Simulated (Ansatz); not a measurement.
This script drives Ansatz 0.2.0 through its Python package.

`bend.py`:
```python
"""Bending curve of BFH4SSi."""

import ansatz
from ase import Atoms

params = {
    "basis": "cc-pVDZ",
    "xc": "pbe0",
    "fmax": 0.02,
    "method": "MP2",
}

atoms = Atoms(["F", "B", "Si", "S", "H", "H", "H", "H"], positions=[
    [-1.5234, -0.1639, 1.5053],
    [-0.7514, -0.3554, 0.33],
    [0.4971, 0.9919, -0.2528],
    [-0.8311, -1.9531, -0.6304],
    [0.2095, 1.4129, -1.6253],
    [0.4645, 2.1613, 0.6671],
    [1.9103, 0.4193, -0.2065],
    [0.1168, -2.57, 0.1568],
])

# start the scan from a relaxed geometry
first = (
    ansatz.Crystal.molecule_from_ase(atoms).calculation()
    .basis(gaussian=params["basis"])
    .accuracy("medium")
    .functional(params["xc"])
    .relax(force_tolerance=params["fmax"], max_steps=80)
)
atoms.positions = first.run(threads=1).report["positions_ang"]

rows = []
for angle in [85, 95, 105, 115, 125, 140, 160]:
    bent = atoms.copy()
    bent.set_angle(1, 3, 7, angle, indices=[7])
    job = (
        ansatz.Crystal.molecule_from_ase(bent).calculation()
        .basis(gaussian=params["basis"])
        .correlation(params["method"])
        .accuracy("medium")
    )
    rows.append((angle, job.run(threads=1).report["free_energy_ev"]))
floor = min(e for _, e in rows)
for angle, e in rows:
    print(f"angle B1-S3-H7 = {angle:3d} deg   {1000 * (e - floor):9.1f} meV")
```

It is started by `python bend.py`. Estimate its wall time and peak memory on 1 thread of INTEL(R) XEON(R) PLATINUM 8581C CPU @ 2.10GHz (Emerald Rapids) (shared host).

It took about 65 s, with a peak of 0.25 GiB, for 8 runs of the engine.

```console
$ python bend.py
angle B1-S3-H7 =  85 deg        75.8 meV
angle B1-S3-H7 =  95 deg         0.0 meV
angle B1-S3-H7 = 105 deg        45.0 meV
angle B1-S3-H7 = 115 deg       198.8 meV
angle B1-S3-H7 = 125 deg       448.5 meV
angle B1-S3-H7 = 140 deg       958.4 meV
angle B1-S3-H7 = 160 deg      1706.4 meV
```

Notes:
- These settings explore the input space; basis and method may be short of convergence.
- The scan is rigid, and the energies are electronic, in a modest basis. The zero is the lowest point of the grid, which needn't be the minimum.
- The start is relaxed with a density functional and scanned with the wavefunction method, so it isn't exactly that method's minimum.
